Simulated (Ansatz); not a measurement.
Crystal: Hf2Pd2Se2Br2O3.

```
Hf Pd Se Br O
1.0
     7.67722   -1.70971    0.00000
     7.67722    1.70971    0.00000
    -3.99941    0.00000   12.58754
Hf Pd Se Br O
2 2 2 2 3
Direct
  0.05486 0.05486 0.93856
  0.39372 0.39372 0.71691
  0.82080 0.82080 0.49036
  0.67714 0.67714 0.25693
  0.07768 0.07768 0.15435
  0.21009 0.21009 0.41200
  0.41355 0.41355 0.95480
  0.75396 0.75396 0.71349
  0.40299 0.40299 0.57873
  0.61446 0.61446 0.92698
  0.96906 0.96906 0.77831
```

The cell was built by a generator and needn't be a form met in nature.

Base run:

```yaml
Program: Ansatz 0.2.0
Functional: PBE
Potentials_or_basis: Ansatz PAW
Cutoff: "420 eV (not typed: the program's choice for these potentials)"
k_mesh: 8 × 8 × 2
Occupations: fermi-dirac, width 0.05 eV
Spin: no spin polarisation
Hubbard_terms: Hf d U = 8 eV, Pd d U = 8 eV
```

Its results: band gap on the k mesh 1.29 eV, indirect (least direct gap 1.33 eV); pressure 3.0 GPa; largest force 0.760 eV/Å.

Task: After a change of settings the same cell gave: band gap on the k mesh 0.82 eV, indirect (least direct gap 0.86 eV); pressure -0.2 GPa; largest force 0.297 eV/Å. Which change was it?
A. functional from PBE to PBEsol; hubbard terms from Hf d U = 8 eV, Pd d U = 8 eV to none; hubbard projectors from ortho-atomic (the default) to none
B. hubbard terms from Hf d U = 8 eV, Pd d U = 8 eV to Hf d U = 6 eV, Pd d U = 6 eV
C. potentials or basis from Ansatz PAW to SPMS NC; cutoff from 420 eV (not typed: the program's choice for these potentials) to 1034 eV (not typed: the program's choice for these potentials); hubbard terms from Hf d U = 8 eV, Pd d U = 8 eV to none; hubbard projectors from ortho-atomic (the default) to none; valence electrons from 152 to 124
D. functional from PBE to r2SCAN; cutoff from 420 eV (not typed: the program's choice for these potentials) to 500 eV (not typed: the program's choice for these potentials); hubbard terms from Hf d U = 8 eV, Pd d U = 8 eV to none; hubbard projectors from ortho-atomic (the default) to none

Result: C.

Caveats: spin-orbit coupling is left out, which moves the levels of the heavy elements; the density of states is complete only up to the lowest level of the last band computed (some runs).
